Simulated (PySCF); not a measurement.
**C4H5F3: geometry, spin-spin couplings**

Wanted: the spin-spin couplings of C4H5F3 (`C/C(F)=C(/F)CF`), by calculation.

The runs use PySCF 2.14.0, with density-fitted response routines of our own; the level of theory stands in each step. All values are computed, except where a source is named. Atoms count from 0, in the outputs and in this text.

### Step 1. The starting structure

12 atoms, charge 0, multiplicity 1; geometry from: GFN2-xTB. The atoms were then displaced at random by about 0.01 Å, so the start is not that level's minimum.

Bonds of the start (Å): C0–C1 1.52, C1–F2 1.34, C1–C3 1.29, C3–F4 1.36, C3–C5 1.52, C5–F6 1.38, C0–H7 1.07, C0–H8 1.06, C0–H9 1.07, C5–H10 1.09, C5–H11 1.08.

### Step 2. Optimising the geometry at PBE0-D3(BJ)/def2-SVP

Job settings and geometry (Å):

```
{"job": {"xc": "PBE0", "basis": "def2-SVP", "d3": "d3bj", "grid": 1, "shake": 0.01, "kind": "geom"}, "charge": 0, "multiplicity": 1}
C      1.470210    -0.588370     0.404210
C      0.681340     0.698850     0.241480
F      1.373300     1.804360     0.551180
C     -0.541500     0.834030    -0.160670
F     -1.145450     2.048820    -0.274240
C     -1.511140    -0.279030    -0.526790
F     -1.478290    -1.284670     0.417860
H      1.550320    -0.809970     1.451600
H      0.958920    -1.377180    -0.094520
H      2.452230    -0.425530     0.015850
H     -1.245740    -0.753090    -1.471350
H     -2.524510     0.103500    -0.563630
```

Command:

```bash
$ OMP_NUM_THREADS=1 python probes_run.py task.json out
```

One launch serves the whole session: the jobs run in the order shown.

**Question.** This job is followed by: B3LYP/cc-pVTZ indirect spin-spin coupling, non-relativistic, gas phase; B3LYP/6-31G* indirect spin-spin coupling, non-relativistic, gas phase. Predict these results of the whole session: point group; rotational constants (main isotopes); largest coupling of the table (B3LYP/cc-pVTZ); range of J(C1,F2), mean over like pairs.

The runs gave:

| quantity | value |
| --- | --- |
| point group | C1 |
| rotational constants (main isotopes) | 3.41, 2.22, 1.40 GHz |
| largest coupling of the table (B3LYP/cc-pVTZ) | ¹J(C,F) C1–F2, -316.4 Hz |
| range of J(C1,F2), mean over like pairs | -316.4 to -222.6 Hz |

What this shows: The start of the PBE0/def2-SVP relaxation was shaken at random by about 0.01 Å, so part of the energy gained, and of the first lengths quoted, undoes that. Relaxing lowered the energy by 0.211 eV in 9 steps; the close pair that moved most is C1–C3, from 1.294 to 1.337 Å. No frequency check was run at this level, so the end point may be a saddle. In the run at B3LYP/cc-pVTZ, the largest coupling of the table is C1–F2, -316.4 Hz, of which the Fermi-contact term gives -311.2 Hz. Couplings across rotatable bonds belong to this one conformer; where others are populated, the observed values are averages. Density functionals describe couplings to fluorine poorly, F–F couplings above all, so those rows are rough. The coupling C1–F2, as a mean over pairs of its kind, runs from -316.4 Hz (B3LYP/cc-pVTZ) to -222.6 Hz (B3LYP/6-31G*). Couplings from bases without tight functions are rough.
